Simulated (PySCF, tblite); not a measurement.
# C4H7FO2S− (doublet): geometry, infrared bands and EPR parameters

Aim: predict the infrared bands and EPR parameters of C4H7FO2S− (doublet) (`COC[C]([S-])OCF`).

The runs use tblite 0.8.0 and PySCF 2.14.0, with density-fitted response routines of our own; the level of theory stands in each step. All values are computed, except where a source is named. Atoms are numbered from 0 throughout.

## (1) Starting geometry

15 atoms, charge -1, multiplicity 2; geometry from: force field or distance geometry start.

Bonds of the start (Å): C0–O1 1.42, O1–C2 1.43, C2–C3 1.50, C3–S4 1.70, C3–O5 1.38, O5–C6 1.42, C6–F7 1.38, C0–H8 1.10, C0–H9 1.08, C0–H10 1.10, C2–H11 1.09, C2–H12 1.11, C6–H13 1.10, C6–H14 1.09.

## (2) Relaxing the molecule with GFN2-xTB

What the job is given:

```
{"job": {"kind": "relax", "xc": "GFN2-xTB", "basis": "xTB"}, "charge": -1, "multiplicity": 2}
C     -1.954300    -0.715800     0.700400
O     -1.238000     0.371400     1.259800
C     -0.729600     1.262100     0.265300
C      0.379100     0.658300    -0.550500
S      0.224400     0.381200    -2.224500
O      1.605000     0.614500     0.086000
C      2.320400    -0.587600    -0.158400
F      3.304100    -0.668400     0.803200
H     -2.422600    -1.275300     1.519600
H     -1.304300    -1.397700     0.168200
H     -2.759300    -0.350100     0.039900
H     -0.355800     2.141700     0.792100
H     -1.580200     1.618800    -0.344600
H      1.689700    -1.477600    -0.044500
H      2.817000    -0.567700    -1.125200
```

Launch:

```sh
> OMP_NUM_THREADS=1 python probes_run.py task.json out
```

One launch serves the whole session: the jobs run in the order shown.

**Question.** This job is followed by: GFN2-xTB harmonic vibrations, gas phase; UKS B3LYP, pcH-1 on C F H O S, non-relativistic, mean-field spin-orbit, GIAO. Predict these results of the whole session: strongest single infrared mode (GFN2-xTB); zero-point energy (GFN2-xTB); g(iso) (B3LYP); ⟨S²⟩; largest a(iso) (averaged by class).

**Answer**, as computed:

| quantity | value |
| --- | --- |
| strongest single infrared mode (GFN2-xTB) | 811 cm⁻¹, 148 km/mol |
| zero-point energy (GFN2-xTB) | 66.6 kcal/mol |
| g(iso) (B3LYP) | 2.00679 |
| ⟨S²⟩ | 0.754 (exact 0.75) |
| largest a(iso) (averaged by class) | 13C on C3, 119.3 MHz |

**Reading.** Over 106 steps the energy fell by 0.213 eV; of the bonded pairs, O5–C6 changed most, 1.420 to 1.360 Å. No mode is imaginary among the 39: a minimum at this level. The strongest single mode, at 811 cm⁻¹, moves mainly C2. GFN2-xTB is a fitted tight-binding method: band positions and strengths are rough. Its intensities can rank the bands wrongly. C3 carries the largest spin population, 0.61 e. The isotropic g lies 4.5 ppt above the free-electron value.
